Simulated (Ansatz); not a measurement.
# H6SSiSn: energies of removing a hydrogen

Aim: energies of removing a hydrogen, for H6SSiSn, run from a script.

Computed with the Python package of Ansatz 0.2.0. Level of theory: CAM-B3LYP/x2c-TZVPPall.

### Step 1. Starting point

Bond lengths: Si1–Sn2 2.448 Å, Sn2–S3 2.408 Å, Si1–H4 1.423 Å, Si1–H5 1.496 Å, Si1–H6 1.519 Å, Sn2–H7 1.780 Å, Sn2–H8 1.737 Å, S3–H9 1.436 Å. Angles: Si1–Sn2–S3 109.1°, Si1–Sn2–H7 109.7°, Si1–Sn2–H8 109.9°, S3–Sn2–H7 109.9°, S3–Sn2–H8 110.3°, H7–Sn2–H8 108.0°, Sn2–Si1–H4 110.9°, Sn2–Si1–H5 112.2°, Sn2–Si1–H6 111.5°, H4–Si1–H5 107.7°, H4–Si1–H6 107.1°, H5–Si1–H6 107.2°, Sn2–S3–H9 93.1°.

The script holds or builds the structure itself.

### Step 2. The code

File h6ssisn.py:

```python
"""X-H bond energies of H6SSiSn without relaxation."""

import ansatz as az


def total_energy(molecule, charge=0, unpaired=0):
    calc = (
        molecule.calculation()
        .basis(gaussian="x2c-TZVPPall")  # the orbital basis, by name
        .functional("cam_b3lyp")
        .scf(lower_state_search="off")
    )
    if charge:
        calc = calc.charge(charge)
    if unpaired:
        calc = calc.spin("collinear", total=unpaired)
    report = calc.run().report
    if report["published_state_doubts"]:
        print("  doubts:", report["published_state_doubts"])
    return report["free_energy_ev"]

def without(molecule, index):
    rest = az.Crystal.molecule()
    for i, site in enumerate(molecule.cartesian_sites):
        if i != index:
            rest = rest.atom(site.symbol, site.position_ang)
    return rest

geometry_ang = [
    ("Si", (-1.0017, 0.9426, -0.9191)),
    ("Sn", (0.6917, -0.5116, 0.0851)),
    ("S", (0.1381, -0.8811, 2.3997)),
    ("H", (-2.2943, 0.3564, -0.8226)),
    ("H", (-0.7312, 1.2097, -2.366)),
    ("H", (-1.068, 2.2884, -0.2177)),
    ("H", (2.2924, 0.2567, -0.0392)),
    ("H", (0.755, -2.0236, -0.7676)),
    ("H", (1.3063, -1.6839, 2.6305)),
]
geometry = az.Crystal.molecule()
for symbol, xyz in geometry_ang:
    geometry = geometry.atom(symbol, xyz)

whole = total_energy(geometry, 0)
hydrogen = total_energy(az.Crystal.molecule().atom("H", (0, 0, 0)), 0, 1)
print(f"E(molecule) = {whole:.5f} eV, E(H) = {hydrogen:.5f} eV")
for index in [5, 7, 8]:
    radical = total_energy(without(geometry, index), 0, 1)
    print(f"H{index}: homolysis {96.485332 * (radical + hydrogen - whole):.1f} kJ/mol")
    anion = total_energy(without(geometry, index), -1)
    print(f"H{index}: loss of a proton {96.485332 * (anion - whole):.1f} kJ/mol")
```

### Step 3. What the engine is handed

The engine receives this input (first run):

```yaml
crystal:
  periodic: [false, false, false]
  atoms:
    - { symbol: Si, position_ang: [-1.0017, 0.9426, -0.9191] }
    - { symbol: Sn, position_ang: [0.6917, -0.5116, 0.0851] }
    - { symbol: S, position_ang: [0.1381, -0.8811, 2.3997] }
    - { symbol: H, position_ang: [-2.2943, 0.3564, -0.8226] }
    - { symbol: H, position_ang: [-0.7312, 1.2097, -2.366] }
    - { symbol: H, position_ang: [-1.068, 2.2884, -0.2177] }
    - { symbol: H, position_ang: [2.2924, 0.2567, -0.0392] }
    - { symbol: H, position_ang: [0.755, -2.0236, -0.7676] }
    - { symbol: H, position_ang: [1.3063, -1.6839, 2.6305] }
basis:
  gaussian:
    orbitals: x2c-TZVPPall
hamiltonian:
  xc: cam_b3lyp
scf:
  lower_state_search: "off"
```

### Step 4. The run

The run is started by

```bash
> python h6ssisn.py
```

Without the output at hand: what should come out? Wanted: weakest bond to hydrogen among those tried; easiest loss of a proton among those tried.

As calculated:

```
                                              quantity                              value
weakest bond to hydrogen among those tried (homolysis)  H7 (counted from 0), 313.4 kJ/mol
            easiest loss of a proton among those tried                  H8, 1433.7 kJ/mol
                                         runs compared                                  8
```

**Reading.** Atoms are numbered as in the script, from 0. The fragments aren't relaxed and zero-point energy is left out, so these aren't bond dissociation enthalpies. Losing a bare proton in the gas phase costs far more than homolysis, as charges must be parted. All 8 runs converged, in 10 to 26 cycles. Reading the output:
- The geometry is a force-field or estimated start, not a minimum of this method, and the basis set is short of its limit. All parts are taken at fixed geometry, without zero-point energy.
- The spin-orbit lowering of heavy atoms is left out.
- Anions want diffuse functions, which this basis lacks.
